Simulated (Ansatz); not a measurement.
This script makes an atomisation energy of GeH4OSe, SMILES [OH][GeH2][SeH] with Ansatz's Python interface.

`geh4ose.py`:
```python
from collections import Counter

import ansatz as az


def single_point(molecule, charge=0, unpaired=0):
    calc = molecule.calculation().basis(gaussian='def2-TZVP').correlation('ccsd_t')
    if charge:
        calc = calc.charge(charge)
    if unpaired:
        calc = calc.spin('collinear', total=unpaired)
    return calc.run().report['free_energy_ev']


def main() -> None:
    geometry_ang = [
        ('O', (-1.2865, -0.4526, -0.7936)),
        ('Ge', (-0.179, 0.55, 0.1594)),
        ('Se', (1.6155, -0.804, 0.7619)),
        ('H', (-1.5388, -1.1308, -0.2051)),
        ('H', (0.3366, 1.7405, -0.7029)),
        ('H', (-0.8787, 1.0997, 1.4342)),
        ('H', (1.9922, -1.0708, -0.6996)),
    ]
    mol = az.Crystal.molecule()
    for symbol, xyz in geometry_ang:
        mol = mol.atom(symbol, xyz)

    unpaired = {'O': 2, 'Ge': 2, 'Se': 2, 'H': 1}
    counts = Counter(site.symbol for site in mol.cartesian_sites)
    atom_energy = {s: single_point(az.Crystal.molecule().atom(s, (0, 0, 0)), 0, unpaired[s]) for s in counts}
    whole = single_point(mol, 0, 0)
    for s, e in atom_energy.items():
        print(f'{s:2s} x{counts[s]}  {e:14.5f} eV')
    print(f'GeH4OSe: {whole:.5f} eV')
    split = sum(counts[s] * e for s, e in atom_energy.items()) - whole
    print(f'atomisation energy (no zero-point term): {96.485332 * split:.1f} kJ/mol, {split / sum(counts.values()):.3f} eV an atom')


if __name__ == '__main__':
    main()
```

What does it cost to take this molecule apart into atoms?

1939.3 kJ/mol from the electronic energies, without the zero-point term.

The run itself:

```console
$ python geh4ose.py
O  x1     -2040.22115 eV
Ge x1    -56477.67202 eV
Se x1    -65308.90907 eV
H  x4       -13.60052 eV
GeH4OSe: -123901.30415 eV
atomisation energy (no zero-point term): 1939.3 kJ/mol, 2.871 eV an atom
```

Reading the output:
- Total energies depend on the basis set; only differences at equal settings carry meaning.
- The geometry is a force-field or estimated start, not a minimum of this method, and the basis set is short of its limit. All parts are taken at fixed geometry, without zero-point energy.
- The spin-orbit lowering of heavy atoms is left out.
- Hardware and time: 80 s on 1 thread of Arm Neoverse V2, with other jobs on the host, peak memory 1.1 GiB.

(Lines on the test bed's own set-up are left out of the output.)
